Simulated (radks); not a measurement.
**Ionisation of Pr²⁵⁺: one atom, several choices of exchange strength α**

How much does the choice of exchange strength α matter for taking an electron from Pr²⁵⁺? Both Pr²⁵⁺ ([Ar] 3d10 4s2 4p4) and Pr²⁶⁺ ([Ar] 3d10 4s2 4p3) are run for each choice.

The numbers are computed with radks (a radial shooting solver on a logarithmic mesh, Libxc functionals) version 1 (scalar-relativistic Kohn-Sham, spin-unpolarised, spherical densities, point nucleus), except any that are marked as measured or tabulated.

### 1 The system

* element: praseodymium (Z = 59)
* charge: +25
* electrons: 34
* configuration: [Ar] 3d10 4s2 4p4
* ion: Pr²⁶⁺, [Ar] 3d10 4s2 4p3
* choices: α = 0.636; α = 0.667; α = 0.772; α = 0.898; α = 0.992; α = 1.014; α = 1.032; α = 1.041

The outer shells:

Pr²⁵⁺
```
[Ar] core
3d [↑↓][↑↓][↑↓][↑↓][↑↓]
4s [↑↓]
4p [↑↓][↑ ][↑ ]
```

Pr²⁶⁺
```
[Ar] core
3d [↑↓][↑↓][↑↓][↑↓][↑↓]
4s [↑↓]
4p [↑ ][↑ ][↑ ]
```

### 2 α = 0.636: Pr²⁵⁺

The run's settings:

```text
Z 59
configuration [Ar] 3d10 4s2 4p4
relativity scalar-relativistic
functional xalpha 0.636
spin unpolarised
nucleus point
c 137.035999084
```

### 3 α = 0.636: Pr²⁶⁺

The run's settings:

```text
Z 59
configuration [Ar] 3d10 4s2 4p3
relativity scalar-relativistic
functional xalpha 0.636
spin unpolarised
nucleus point
c 137.035999084
```

### 4 α = 0.667: Pr²⁵⁺

The run's settings:

```text
Z 59
configuration [Ar] 3d10 4s2 4p4
relativity scalar-relativistic
functional xalpha 0.667
spin unpolarised
nucleus point
c 137.035999084
```

### 5 α = 0.667: Pr²⁶⁺

The run's settings:

```text
Z 59
configuration [Ar] 3d10 4s2 4p3
relativity scalar-relativistic
functional xalpha 0.667
spin unpolarised
nucleus point
c 137.035999084
```

### 6 α = 0.772: Pr²⁵⁺

The run's settings:

```text
Z 59
configuration [Ar] 3d10 4s2 4p4
relativity scalar-relativistic
functional xalpha 0.772
spin unpolarised
nucleus point
c 137.035999084
```

### 7 α = 0.772: Pr²⁶⁺

The run's settings:

```text
Z 59
configuration [Ar] 3d10 4s2 4p3
relativity scalar-relativistic
functional xalpha 0.772
spin unpolarised
nucleus point
c 137.035999084
```

### 8 α = 0.898: Pr²⁵⁺

The run's settings:

```text
Z 59
configuration [Ar] 3d10 4s2 4p4
relativity scalar-relativistic
functional xalpha 0.898
spin unpolarised
nucleus point
c 137.035999084
```

### 9 α = 0.898: Pr²⁶⁺

The run's settings:

```text
Z 59
configuration [Ar] 3d10 4s2 4p3
relativity scalar-relativistic
functional xalpha 0.898
spin unpolarised
nucleus point
c 137.035999084
```

### 10 α = 0.992: Pr²⁵⁺

The run's settings:

```text
Z 59
configuration [Ar] 3d10 4s2 4p4
relativity scalar-relativistic
functional xalpha 0.992
spin unpolarised
nucleus point
c 137.035999084
```

### 11 α = 0.992: Pr²⁶⁺

The run's settings:

```text
Z 59
configuration [Ar] 3d10 4s2 4p3
relativity scalar-relativistic
functional xalpha 0.992
spin unpolarised
nucleus point
c 137.035999084
```

### 12 α = 1.014: Pr²⁵⁺

The run's settings:

```text
Z 59
configuration [Ar] 3d10 4s2 4p4
relativity scalar-relativistic
functional xalpha 1.014
spin unpolarised
nucleus point
c 137.035999084
```

### 13 α = 1.014: Pr²⁶⁺

The run's settings:

```text
Z 59
configuration [Ar] 3d10 4s2 4p3
relativity scalar-relativistic
functional xalpha 1.014
spin unpolarised
nucleus point
c 137.035999084
```

### 14 α = 1.032: Pr²⁵⁺

The run's settings:

```text
Z 59
configuration [Ar] 3d10 4s2 4p4
relativity scalar-relativistic
functional xalpha 1.032
spin unpolarised
nucleus point
c 137.035999084
```

### 15 α = 1.032: Pr²⁶⁺

The run's settings:

```text
Z 59
configuration [Ar] 3d10 4s2 4p3
relativity scalar-relativistic
functional xalpha 1.032
spin unpolarised
nucleus point
c 137.035999084
```

### 16 α = 1.041: Pr²⁵⁺

The run's settings:

```text
Z 59
configuration [Ar] 3d10 4s2 4p4
relativity scalar-relativistic
functional xalpha 1.041
spin unpolarised
nucleus point
c 137.035999084
```

### 17 α = 1.041: Pr²⁶⁺

The run's settings:

```text
Z 59
configuration [Ar] 3d10 4s2 4p3
relativity scalar-relativistic
functional xalpha 1.041
spin unpolarised
nucleus point
c 137.035999084
```

**Question.** What will these runs give? Wanted: for each run, exchange strength α; E(Pr²⁵⁺); Δ-SCF; −ε(HOMO); <r> HOMO; error.

As calculated:

```tsv
exchange strength α	E(Pr²⁵⁺) (hartree)	Δ-SCF (eV)	−ε(HOMO) (eV)	<r> HOMO (bohr)	error (eV)
α = 0.636	-8925.2549	886.48	867.16	0.5815	+6.48
α = 0.667	-8933.4731	888.72	869.42	0.5807	+8.72
α = 0.772	-8961.3524	896.35	877.08	0.5782	+16.35
α = 0.898	-8994.8956	905.54	886.33	0.5751	+25.54
α = 0.992	-9019.9825	912.43	893.26	0.5729	+32.43
α = 1.014	-9025.8616	914.05	894.88	0.5724	+34.05
α = 1.032	-9030.6740	915.37	896.21	0.5720	+35.37
α = 1.041	-9033.0809	916.03	896.88	0.5717	+36.03
```

In words: The NIST Atomic Spectra Database lists 880 +/- 4 eV (theoretical). The smallest miss is that of α = 0.636 (+6.48 eV), the largest that of α = 1.041 (+36.03 eV). The ionisation energies span 29.55 eV, the total energies of Pr²⁵⁺ 2934 eV: most of the change in the total cancels in the difference. α = 2/3 is LDA exchange; there is no correlation term. The central value is not crossed in this range. Spin polarisation and multiplet splitting are left out, so open shells lie too high by an amount that depends on their filling. Spin-orbit splitting is averaged out at the scalar-relativistic level.
